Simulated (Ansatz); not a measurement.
The system is MnPt2.

```
Pt Mn
1.0
     2.85840    0.00000    0.00000
    -1.42920    2.47545    0.00000
     0.00000    0.00000    6.53250
Pt Mn
2 1
Direct
  0.66667 0.33333 0.31621
  0.33333 0.66667 0.68379
  0.00000 0.00000 0.00000
```

The cell comes from a database or a generator and needn't be the stable form of this composition.

Program: Ansatz 0.2.0. Alike in all runs: spin collinear, ferromagnetic start; cell as given; k mesh 11 × 11 × 4; smearing fermi-dirac 0.05 eV.

Order these runs on this cell by their pressure, lowest first.
A. level PBEsol; potentials or basis all-electron LAPW, non-relativistic; cutoff (eV) 261; basis error allowed 0.002 eV/atom
B. level PBEsol; potentials or basis all-electron LAPW, inner shells corrected to Dirac's equation; cutoff (eV) 261; basis error allowed 0.002 eV/atom
C. level PBE; potentials or basis all-electron LAPW, scalar-relativistic; cutoff (eV) 282; basis error allowed 0.001 eV/atom

B (-9.1 GPa), C (-0.5 GPa), A (13.5 GPa).

Caveats: relativity is left out, which matters for the heavier elements (some runs).
